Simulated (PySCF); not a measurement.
**C₂H₅BO₂Si: NMR shifts at several levels of theory**

How much do the NMR shifts of C₂H₅BO₂Si (`C#C[SiH2]B(O)O`) depend on the level of theory, and what does each level cost?

Programs: PySCF 2.14.0, with density-fitted response routines of our own. Each step states its level of theory. These are calculated values for one molecule in the gas phase, unless marked as measured. Atoms count from 0, in the outputs and in this text.

### Step 1. The molecule as given

11 atoms, charge 0, multiplicity 1; geometry from: GFN2-xTB.

Bonds of the start (Å): C0–C1 1.20, C1–Si2 1.86, Si2–B3 1.97, B3–O4 1.36, B3–O5 1.35, C0–H6 1.05, Si2–H7 1.48, Si2–H8 1.48, O4–H9 0.96, O5–H10 0.96.

### Step 2. Geometry optimisation at PBE0-D3(BJ)/def2-SVP

What the job is given:

```
{"job": {"xc": "PBE0", "basis": "def2-SVP", "d3": "d3bj", "grid": 1, "kind": "geom"}, "charge": 0, "multiplicity": 1}
C      2.572548     1.309006    -0.537949
C      1.802961     0.408584    -0.327585
Si     0.580875    -0.948272     0.027409
B     -1.190777    -0.205185     0.473807
O     -2.228230    -0.441594    -0.365885
O     -1.330630     0.517475     1.610592
H      3.255695     2.088182    -0.724835
H      0.608719    -1.805799    -1.172781
H      1.216529    -1.732462     1.106387
H     -3.086923    -0.070665    -0.144889
H     -2.195344     0.883401     1.814696
```

Log:

```text
step   0  E = -543.34905562  max force = 0.026408
step   1  E = -543.35239010  max force = 0.005455
step   2  E = -543.35259443  max force = 0.002456
step   3  E = -543.35263190  max force = 0.000896
step   4  E = -543.35264450  max force = 0.000707
step   5  E = -543.35266384  max force = 0.000785
step   6  E = -543.35267111  max force = 0.000880
step   7  E = -543.35267415  max force = 0.001008
step   8  E = -543.35268826  max force = 0.000974
step   9  E = -543.35271994  max force = 0.000701
step  10  E = -543.35273673  max force = 0.000538
step  11  E = -543.35275787  max force = 0.000346
step  12  E = -543.35277125  max force = 0.000261
optimisation converged
```

It took 53 s on 1 thread, shared host.

Relaxation path:

```
step  energy from step 0 (eV)  largest force component (eV/Å)
   0                   0.0000                          1.3580
   1                  -0.0907                          0.2805
   2                  -0.0963                          0.1263
   3                  -0.0973                          0.0461
   4                  -0.0977                          0.0364
   5                  -0.0982                          0.0404
   6                  -0.0984                          0.0453
   7                  -0.0985                          0.0518
   8                  -0.0988                          0.0501
   9                  -0.0997                          0.0360
  10                  -0.1002                          0.0277
  11                  -0.1007                          0.0178
  12                  -0.1011                          0.0134
```

Distances of close pairs at the start and the end, largest changes first:

```
  bond  before (Å)  after (Å)  change (Å)
Si2–B3       1.972      2.034      +0.061
 C0–H6       1.053      1.075      +0.022
Si2–H8       1.478      1.497      +0.020
Si2–H7       1.475      1.495      +0.019
C1–Si2       1.860      1.842      -0.018
 C0–C1       1.203      1.217      +0.014
 B3–O5       1.354      1.359      +0.005
 B3–O4       1.355      1.360      +0.004
```

The next job starts from the end point, and lists it.

```
                         at the end point                value
  point group (found at 0.08 Å tolerance)                   C1
rotational constants (GHz, main isotopes)  4.859, 1.544, 1.362
                        dipole moment (D)                 3.78
```

### Step 3. Shielding tensors: PBE0/cc-pVDZ

What the job is given:

```
{"job": {"kind": "nmr", "xc": "PBE0", "basis": "cc-pVDZ", "pop": true}, "charge": 0, "multiplicity": 1}
C      2.540817     1.657649    -0.311655
C      1.873005     0.645533    -0.204710
Si     0.816178    -0.855178    -0.049532
B     -1.111896    -0.284486     0.254670
O     -2.050785    -0.671360    -0.649565
O     -1.369625     0.469500     1.355479
H      3.134958     2.549375    -0.402257
H      0.972657    -1.666220    -1.295274
H      1.332113    -1.665806     1.098592
H     -2.947486    -0.364115    -0.467618
H     -2.286334     0.750759     1.462236
```

Method: GIAO PBE0/cc-pVDZ NMR shielding, non-relativistic, gas phase.

Log:

```text
coarse grid: 10160 points
cycle   1  E = -543.4791100813  dE =  6.838e-01  |g| = 8.610e-01  |ddm| = 6.609e+00
cycle   2  E = -543.3738843792  dE =  1.052e-01  |g| = 1.146e+00  |ddm| = 2.595e+00
cycle   3  E = -543.6236207452  dE = -2.497e-01  |g| = 9.861e-02  |ddm| = 1.434e+00
cycle   4  E = -543.6248826551  dE = -1.262e-03  |g| = 6.699e-02  |ddm| = 2.074e-01
cycle   5  E = -543.6259646503  dE = -1.082e-03  |g| = 2.024e-02  |ddm| = 9.777e-02
cycle   6  E = -543.6260697572  dE = -1.051e-04  |g| = 2.518e-03  |ddm| = 3.274e-02
cycle   7  E = -543.6260716496  dE = -1.892e-06  |g| = 5.992e-04  |ddm| = 5.832e-03
final grid: 94832 points
cycle   8  E = -543.6365175074  dE = -2.441e-05  |g| = 5.234e-03  |ddm| = 4.140e-02
cycle   9  E = -543.6365154010  dE =  2.106e-06  |g| = 6.370e-03  |ddm| = 1.904e-02
cycle  10  E = -543.6365242723  dE = -8.871e-06  |g| = 6.455e-04  |ddm| = 9.597e-03
cycle  11  E = -543.6365243619  dE = -8.965e-08  |g| = 1.439e-04  |ddm| = 1.283e-03
cycle  12  E = -543.6365243644  dE = -2.415e-09  |g| = 1.110e-04  |ddm| = 3.170e-04
cycle  13  E = -543.6365243674  dE = -3.025e-09  |g| = 2.057e-05  |ddm| = 1.463e-04
cycle  14  E = -543.6365243675  dE = -8.481e-11  |g| = 1.090e-05  |ddm| = 3.902e-05
converged SCF energy = -543.6365243675

GIAO shielding tensors (ppm)
atom      isotropic    diamagn.    paramagn.     s11        s22        s33       span
  0 C       99.816     262.007    -162.191     22.897     24.393    252.158    229.261
  1 C      119.300     255.256    -135.956     32.375     35.642    289.883    257.508
  2 Si     508.030     886.403    -378.373    490.220    514.954    518.915     28.694
  3 B       84.068     206.168    -122.100     68.259     75.496    108.449     40.190
  4 O      206.830     376.344    -169.513    105.592    251.446    263.453    157.861
  5 O      208.019     377.394    -169.375    104.888    252.350    266.821    161.933
  6 H       29.251      32.690      -3.438     24.357     24.514     38.884     14.527
  7 H       27.329      28.815      -1.486     23.900     25.786     32.300      8.400
  8 H       27.238      28.480      -1.242     24.155     25.423     32.135      7.980
  9 H       28.233      30.246      -2.013     23.509     23.856     37.333     13.825
 10 H       28.228      30.756      -2.528     23.367     23.970     37.346     13.979
```

It took 8.8 s on 1 thread, shared host.

The references, computed at this level on geometries of the same kind, shield at (ppm): 1H TMS 31.29, 13C TMS 196.8, 29Si TMS 418.6, 17O H2O 343.3, 11B BF3·OEt2 113.8. Their shielding less the atom's gives the shift. The references are single molecules in the gas phase, so shifts against H2O, NH3, PH3, H3PO4 or CFCl3 are not on the usual liquid scales and can be off by tens of ppm. Atoms listed in one row are averaged.

```
  atoms                           environment  σ (ppm)  δ (ppm)
     C0                terminal alkyne carbon     99.8     96.9
     C1                         alkyne carbon    119.3     77.5
 H7, H8  hydrogen on a silicon bonded to C, B    27.28     4.01
H9, H10     hydrogen on an oxygen bonded to B    28.23     3.06
     H6  hydrogen on a terminal alkyne carbon    29.25     2.04
    Si2           silicon bonded to C, B, 2 H    508.0    -89.4
     B3               boron bonded to 2 O, Si     84.1     29.8
 O4, O5                 oxygen bonded to B, H    207.4    135.9
```

Charges from the same density, by scheme (e):

```
 atoms  Mulliken    IAO  Hirshfeld  ESP fit
    C0     -0.16  -0.20      -0.10    -0.37
    C1     -0.02  -0.31      -0.15    -0.10
   Si2      0.21   0.56       0.27     0.24
    B3      0.00   0.28       0.15     0.42
O4, O5     -0.12  -0.52      -0.24    -0.58
```

Mayer bond orders: C0–C1 2.54, C1–Si2 1.04, Si2–B3 0.91, B3–O4 1.46, B3–O5 1.46.

### Step 4. Shielding tensors: PBE0/cc-pVTZ

Settings changed since step 3:

```diff
@@ -1,2 +1,2 @@
-{"job": {"kind": "nmr", "xc": "PBE0", "basis": "cc-pVDZ", "pop": true}, "charge": 0, "multiplicity": 1}
+{"job": {"kind": "nmr", "xc": "PBE0", "basis": "cc-pVTZ", "pop": true}, "charge": 0, "multiplicity": 1}
 C      2.540817     1.657649    -0.311655
```

Method: GIAO PBE0/cc-pVTZ NMR shielding, non-relativistic, gas phase.

Log:

```text
coarse grid: 10160 points
cycle   1  E = -543.5861813272  dE =  6.437e-01  |g| = 9.132e-01  |ddm| = 6.807e+00
cycle   2  E = -543.4508745966  dE =  1.353e-01  |g| = 1.271e+00  |ddm| = 2.738e+00
cycle   3  E = -543.7385189868  dE = -2.876e-01  |g| = 1.060e-01  |ddm| = 1.638e+00
cycle   4  E = -543.7396359810  dE = -1.117e-03  |g| = 7.684e-02  |ddm| = 2.104e-01
cycle   5  E = -543.7409910916  dE = -1.355e-03  |g| = 2.521e-02  |ddm| = 1.082e-01
cycle   6  E = -543.7411438657  dE = -1.528e-04  |g| = 3.030e-03  |ddm| = 3.449e-02
cycle   7  E = -543.7411463285  dE = -2.463e-06  |g| = 7.093e-04  |ddm| = 6.498e-03
final grid: 94832 points
cycle   8  E = -543.7351627409  dE = -6.685e-05  |g| = 6.211e-03  |ddm| = 1.030e-01
cycle   9  E = -543.7351590848  dE =  3.656e-06  |g| = 7.715e-03  |ddm| = 1.924e-02
cycle  10  E = -543.7351701985  dE = -1.111e-05  |g| = 7.534e-04  |ddm| = 1.021e-02
cycle  11  E = -543.7351702848  dE = -8.628e-08  |g| = 2.863e-04  |ddm| = 1.421e-03
cycle  12  E = -543.7351703002  dE = -1.538e-08  |g| = 1.400e-04  |ddm| = 5.016e-04
cycle  13  E = -543.7351703048  dE = -4.623e-09  |g| = 3.561e-05  |ddm| = 1.930e-04
cycle  14  E = -543.7351703051  dE = -3.181e-10  |g| = 7.571e-06  |ddm| = 4.945e-05
converged SCF energy = -543.7351703051

GIAO shielding tensors (ppm)
atom      isotropic    diamagn.    paramagn.     s11        s22        s33       span
  0 C       85.160     258.885    -173.725      2.367      3.514    249.599    247.233
  1 C      105.070     264.185    -159.116     11.150     14.387    289.672    278.521
  2 Si     454.822     891.920    -437.098    440.433    454.666    469.367     28.933
  3 B       74.253     198.070    -123.818     62.657     64.245     95.857     33.200
  4 O      191.853     376.324    -184.471     88.564    242.397    244.596    156.032
  5 O      193.434     377.545    -184.111     87.640    243.746    248.916    161.276
  6 H       29.296      30.089      -0.792     24.408     24.533     38.948     14.540
  7 H       27.223      28.890      -1.667     24.012     25.741     31.917      7.905
  8 H       27.108      28.586      -1.478     24.222     25.401     31.701      7.479
  9 H       27.981      30.112      -2.131     23.355     23.447     37.140     13.785
 10 H       27.988      30.622      -2.634     23.290     23.496     37.177     13.887
```

Wall time 26 s (1 thread, shared host).

This run: δ C0 102.1, C1 82.2, Si2 -94.8, B3 28.5, H7 4.13, H9 3.31 ppm (means over like atoms).

### Step 5. Nuclear shieldings: PBE0/aug-cc-pVDZ

Settings changed since step 4:

```diff
@@ -1,2 +1,2 @@
-{"job": {"kind": "nmr", "xc": "PBE0", "basis": "cc-pVTZ", "pop": true}, "charge": 0, "multiplicity": 1}
+{"job": {"kind": "nmr", "xc": "PBE0", "basis": "aug-cc-pVDZ", "pop": true}, "charge": 0, "multiplicity": 1}
 C      2.540817     1.657649    -0.311655
```

With the program's defaults for keys left out, this is: GIAO PBE0/aug-cc-pVDZ NMR shielding, non-relativistic, gas phase.

Log:

```text
coarse grid: 10160 points
cycle   1  E = -543.5065479655  dE =  6.724e-01  |g| = 8.424e-01  |ddm| = 1.320e+01
cycle   2  E = -543.3691585365  dE =  1.374e-01  |g| = 1.199e+00  |ddm| = 3.346e+00
cycle   3  E = -543.6473704226  dE = -2.782e-01  |g| = 9.800e-02  |ddm| = 1.631e+00
cycle   4  E = -543.6484885776  dE = -1.118e-03  |g| = 7.035e-02  |ddm| = 3.089e-01
cycle   5  E = -543.6496841701  dE = -1.196e-03  |g| = 2.107e-02  |ddm| = 1.490e-01
cycle   6  E = -543.6497970220  dE = -1.129e-04  |g| = 2.992e-03  |ddm| = 6.072e-02
cycle   7  E = -543.6497997797  dE = -2.758e-06  |g| = 5.702e-04  |ddm| = 1.387e-02
final grid: 94832 points
cycle   8  E = -543.6602714146  dE = -2.647e-05  |g| = 5.353e-03  |ddm| = 1.510e-01
cycle   9  E = -543.6602684193  dE =  2.995e-06  |g| = 6.758e-03  |ddm| = 3.536e-02
cycle  10  E = -543.6602783868  dE = -9.967e-06  |g| = 6.600e-04  |ddm| = 1.513e-02
cycle  11  E = -543.6602784812  dE = -9.433e-08  |g| = 1.425e-04  |ddm| = 2.311e-03
cycle  12  E = -543.6602784845  dE = -3.349e-09  |g| = 9.331e-05  |ddm| = 4.600e-04
cycle  13  E = -543.6602784867  dE = -2.216e-09  |g| = 2.190e-05  |ddm| = 1.883e-04
cycle  14  E = -543.6602784868  dE = -1.153e-10  |g| = 6.372e-06  |ddm| = 6.578e-05
converged SCF energy = -543.6602784868

GIAO shielding tensors (ppm)
atom      isotropic    diamagn.    paramagn.     s11        s22        s33       span
  0 C      101.517     260.796    -159.279     25.734     27.154    251.663    225.928
  1 C      117.036     228.934    -111.898     28.882     32.481    289.745    260.863
  2 Si     504.322     903.629    -399.308    487.833    506.270    518.862     31.029
  3 B       80.399     183.579    -103.180     66.197     72.597    102.401     36.204
  4 O      203.560     378.441    -174.881    105.445    251.824    253.412    147.967
  5 O      204.899     376.253    -171.354    104.976    252.642    257.080    152.103
  6 H       29.256      30.764      -1.508     24.354     24.474     38.939     14.585
  7 H       27.239      30.477      -3.238     23.926     25.687     32.105      8.179
  8 H       27.121      30.329      -3.208     24.125     25.354     31.884      7.759
  9 H       28.285      34.268      -5.983     23.651     23.751     37.452     13.800
 10 H       28.283      34.545      -6.262     23.605     23.795     37.449     13.844
```

It took 18 s on 1 thread, shared host.

Key values: δ C0 93.6, C1 78.1, Si2 -87.6, B3 29.8, H7 4.22, H9 3.11 ppm (means over like atoms).

### Step 6. Shielding tensors: PBE0/IGLO-III

Settings changed since step 5:

```diff
@@ -1,2 +1,2 @@
-{"job": {"kind": "nmr", "xc": "PBE0", "basis": "aug-cc-pVDZ", "pop": true}, "charge": 0, "multiplicity": 1}
+{"job": {"kind": "nmr", "xc": "PBE0", "basis": "IGLO-III", "pop": true}, "charge": 0, "multiplicity": 1}
 C      2.540817     1.657649    -0.311655
```

With the program's defaults for keys left out, this is: GIAO PBE0/IGLO-III NMR shielding, non-relativistic, gas phase.

Log:

```text
coarse grid: 10160 points
cycle   1  E = -543.5868011763  dE =  6.284e-01  |g| = 9.225e-01  |ddm| = 2.518e+00
cycle   2  E = -543.4340962743  dE =  1.527e-01  |g| = 1.310e+00  |ddm| = 1.031e+00
cycle   3  E = -543.7401785960  dE = -3.061e-01  |g| = 1.093e-01  |ddm| = 6.144e-01
cycle   4  E = -543.7411648331  dE = -9.862e-04  |g| = 8.155e-02  |ddm| = 7.144e-02
cycle   5  E = -543.7426740930  dE = -1.509e-03  |g| = 2.709e-02  |ddm| = 4.023e-02
cycle   6  E = -543.7428486232  dE = -1.745e-04  |g| = 3.543e-03  |ddm| = 1.477e-02
cycle   7  E = -543.7428518871  dE = -3.264e-06  |g| = 7.259e-04  |ddm| = 4.099e-03
final grid: 94832 points
cycle   8  E = -543.7482615004  dE = -9.447e-05  |g| = 5.896e-03  |ddm| = 4.369e-02
cycle   9  E = -543.7482590647  dE =  2.436e-06  |g| = 6.685e-03  |ddm| = 7.166e-03
cycle  10  E = -543.7482678331  dE = -8.768e-06  |g| = 9.090e-04  |ddm| = 3.629e-03
cycle  11  E = -543.7482679362  dE = -1.031e-07  |g| = 3.798e-04  |ddm| = 5.740e-04
cycle  12  E = -543.7482679651  dE = -2.893e-08  |g| = 1.397e-04  |ddm| = 2.913e-04
cycle  13  E = -543.7482679693  dE = -4.161e-09  |g| = 4.989e-05  |ddm| = 7.569e-05
cycle  14  E = -543.7482679699  dE = -6.187e-10  |g| = 7.736e-06  |ddm| = 2.265e-05
converged SCF energy = -543.7482679699

GIAO shielding tensors (ppm)
atom      isotropic    diamagn.    paramagn.     s11        s22        s33       span
  0 C       79.362     271.238    -191.876     -5.884     -4.567    248.536    254.420
  1 C       98.075     249.661    -151.586      0.505      3.760    289.960    289.455
  2 Si     446.543     894.675    -448.131    431.061    450.170    458.398     27.337
  3 B       68.852     191.812    -122.960     55.146     59.699     91.710     36.564
  4 O      185.816     383.902    -198.086     79.395    236.907    241.145    161.750
  5 O      187.555     384.999    -197.444     78.869    239.612    244.186    165.317
  6 H       29.279      31.440      -2.161     24.370     24.496     38.972     14.602
  7 H       27.171      29.012      -1.841     24.004     25.724     31.785      7.781
  8 H       27.057      28.548      -1.492     24.245     25.384     31.541      7.296
  9 H       28.236      30.149      -1.912     23.530     23.782     37.397     13.866
 10 H       28.246      30.650      -2.404     23.604     23.704     37.430     13.826
```

Wall time 27 s (1 thread, shared host).

This run: δ C0 104.4, C1 85.7, Si2 -101.2, B3 31.1, H7 4.26, H9 3.13 ppm (means over like atoms).

### Step 7. Nuclear shieldings: PBE0/pcSseg-0

Settings changed since step 6:

```diff
@@ -1,2 +1,2 @@
-{"job": {"kind": "nmr", "xc": "PBE0", "basis": "IGLO-III", "pop": true}, "charge": 0, "multiplicity": 1}
+{"job": {"kind": "nmr", "xc": "PBE0", "basis": "pcSseg-0", "pop": true}, "charge": 0, "multiplicity": 1}
 C      2.540817     1.657649    -0.311655
```

With the program's defaults for keys left out, this is: GIAO PBE0/pcSseg-0 NMR shielding, non-relativistic, gas phase.

Log:

```text
coarse grid: 10160 points
cycle   1  E = -542.5892281801  dE =  6.032e-01  |g| = 7.599e-01  |ddm| = 3.516e+00
cycle   2  E = -542.5207890441  dE =  6.844e-02  |g| = 1.004e+00  |ddm| = 1.567e+00
cycle   3  E = -542.7020605942  dE = -1.813e-01  |g| = 8.653e-02  |ddm| = 8.429e-01
cycle   4  E = -542.7026627638  dE = -6.022e-04  |g| = 7.295e-02  |ddm| = 1.325e-01
cycle   5  E = -542.7039711356  dE = -1.308e-03  |g| = 1.431e-02  |ddm| = 7.192e-02
cycle   6  E = -542.7040260860  dE = -5.495e-05  |g| = 1.307e-03  |ddm| = 1.564e-02
cycle   7  E = -542.7040264513  dE = -3.653e-07  |g| = 8.560e-04  |ddm| = 2.397e-03
final grid: 94832 points
cycle   8  E = -542.6905765544  dE = -2.070e-05  |g| = 2.813e-03  |ddm| = 1.587e-02
cycle   9  E = -542.6905765545  dE = -7.515e-11  |g| = 3.077e-03  |ddm| = 6.058e-03
cycle  10  E = -542.6905785624  dE = -2.008e-06  |g| = 7.537e-04  |ddm| = 3.093e-03
cycle  11  E = -542.6905786712  dE = -1.087e-07  |g| = 1.087e-04  |ddm| = 6.903e-04
cycle  12  E = -542.6905786709  dE =  2.296e-10  |g| = 1.177e-04  |ddm| = 2.008e-04
cycle  13  E = -542.6905786744  dE = -3.517e-09  |g| = 1.229e-05  |ddm| = 1.065e-04
cycle  14  E = -542.6905786745  dE = -4.366e-11  |g| = 2.232e-06  |ddm| = 1.876e-05
converged SCF energy = -542.6905786745

GIAO shielding tensors (ppm)
atom      isotropic    diamagn.    paramagn.     s11        s22        s33       span
  0 C       83.775     272.226    -188.452     -1.114      0.571    251.867    252.981
  1 C      108.015     284.690    -176.675     14.547     17.782    291.717    277.169
  2 Si     493.048     877.962    -384.915    470.088    497.949    511.106     41.018
  3 B       74.693     196.754    -122.061     53.935     69.884    100.260     46.325
  4 O      188.436     392.706    -204.270     80.922    228.821    255.564    174.642
  5 O      190.579     393.709    -203.130     81.987    228.883    260.866    178.879
  6 H       30.577      29.710       0.868     26.101     26.256     39.375     13.274
  7 H       28.493      27.173       1.320     24.632     27.084     33.763      9.131
  8 H       28.449      26.982       1.467     25.002     26.806     33.539      8.537
  9 H       29.702      29.437       0.265     24.445     26.304     38.359     13.914
 10 H       29.722      29.971      -0.248     24.360     26.381     38.425     14.065
```

It took 4.6 s on 1 thread, shared host.

In short: δ C0 109.7, C1 85.5, Si2 -144.5, B3 30.2, H7 4.36, H9 3.12 ppm (means over like atoms).

### Step 8. Run by run: NMR shifts

Shifts (ppm) of some atoms, chosen among heavy atoms and hydrogens apart, means over like atoms, with basis size and wall time:

```
             run     C0    C1    H7    H6     Si2    B3     O4  functions   time
    PBE0/cc-pVDZ   96.9  77.5  4.01  2.04   -89.4  29.8  135.9        113  8.8 s
    PBE0/cc-pVTZ  102.1  82.2  4.13  1.99   -94.8  28.5  142.2        254   26 s
PBE0/aug-cc-pVDZ   93.6  78.1  4.22  2.14   -87.6  29.8  131.7        187   18 s
   PBE0/IGLO-III  104.4  85.7  4.26  2.09  -101.2  31.1  140.5        269   27 s
   PBE0/pcSseg-0  109.7  85.5  4.36  2.25  -144.5  30.2  148.4         68  4.6 s
```

### Step 9. Outcome

| quantity | value |
| --- | --- |
| point group | C1 |
| rotational constants (main isotopes) | 4.86, 1.54, 1.36 GHz |
| 13C shifts against TMS (PBE0/cc-pVDZ) | 96.9, 77.5 ppm |
| 1H shifts against TMS (PBE0/cc-pVDZ, means over atoms taken as alike) | 4.01, 3.06, 2.04 ppm |
| 29Si shifts against TMS (PBE0/cc-pVDZ) | -89.4 ppm |
| 11B shifts against BF3·OEt2 (PBE0/cc-pVDZ) | 29.8 ppm |
| 17O shifts against H2O (PBE0/cc-pVDZ, means over atoms taken as alike) | 135.9 ppm |
| range of the shift of Si2 | -144.5 to -87.6 ppm |

**Reading.** Single values in the summary come from the first run of each kind that ended normally (PBE0/cc-pVDZ), which need not be the best level. The optimisation took 12 steps and gained 0.101 eV; among the close pairs (by a distance rule), Si2–B3 changed most, from 1.972 to 2.034 Å. At PBE0/cc-pVDZ: The largest span, 258 ppm, is at C1, where the paramagnetic term is -136 ppm. In ppm, Si2 moves most: its shift spreads over 56.9 ppm, from -144.5 (PBE0/pcSseg-0) to -87.6 (PBE0/aug-cc-pVDZ). Most of that comes from the computed reference, not from the atom's own shielding.
